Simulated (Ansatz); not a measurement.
H7N2PSi, SMILES N[SiH](N)P, vertical spin-state energies

Computed with Ansatz 0.2.0 through its Python package.

The cells in order, each with its output:

```python
import ansatz
```

```python
geometry_ang = [
    ("N", (-0.0393, 1.2079, 0.7927)),
    ("Si", (-0.4183, 0.1211, -0.4236)),
    ("N", (-1.1973, -0.9973, 0.5511)),
    ("P", (1.4093, -0.7602, -1.1794)),
    ("H", (0.3259, 0.6688, 1.5734)),
    ("H", (0.7127, 1.8193, 0.4919)),
    ("H", (-1.3467, 0.7069, -1.3976)),
    ("H", (-1.6429, -1.6995, -0.0322)),
    ("H", (-1.9524, -0.5104, 1.0271)),
    ("H", (2.1077, 0.434, -1.4666)),
    ("H", (2.0414, -0.9907, 0.0631)),
]
molecule = ansatz.Crystal.molecule()
for symbol, xyz in geometry_ang:
    molecule = molecule.atom(symbol, xyz)

calc = molecule.calculation().basis(gaussian="def2-SVP").functional("pbe")
found = {}
for unpaired in [0, 2]:
    summary = calc.spin("collinear", total=unpaired).run().report
    s = unpaired / 2
    found[unpaired] = summary["free_energy_ev"]
    print(f"2S+1 = {unpaired + 1}: E = {found[unpaired]:.5f} eV, <S^2> = {abs(summary['mean_field']['state']['spin_squared']):.3f} (pure state {s * (s + 1):.2f})")
lowest = min(found, key=found.get)
for unpaired, e in found.items():
    print(f"multiplicity {unpaired + 1}: {23.060548 * (e - found[lowest]):.1f} kcal/mol above the lowest")
```

    2S+1 = 1: E = -20241.11852 eV, <S^2> = 0.000 (pure state 0.00)
    2S+1 = 3: E = -20236.34498 eV, <S^2> = 2.003 (pure state 2.00)
    multiplicity 1: 0.0 kcal/mol above the lowest
    multiplicity 3: 110.1 kcal/mol above the lowest

In order: multiplicity 1 (+0.00 eV) and multiplicity 3 (+4.77 eV), all at the one geometry.

What to keep in mind:
- Total energies depend on the basis set; only differences at equal settings carry meaning.
- The geometry is a force-field or estimated start, not a minimum of this method, and the basis set is short of its limit. All parts are taken at fixed geometry, without zero-point energy.
- It ran for 17 s on 1 thread of Arm Neoverse V1, with other jobs on the host, peak memory 0.24 GiB.
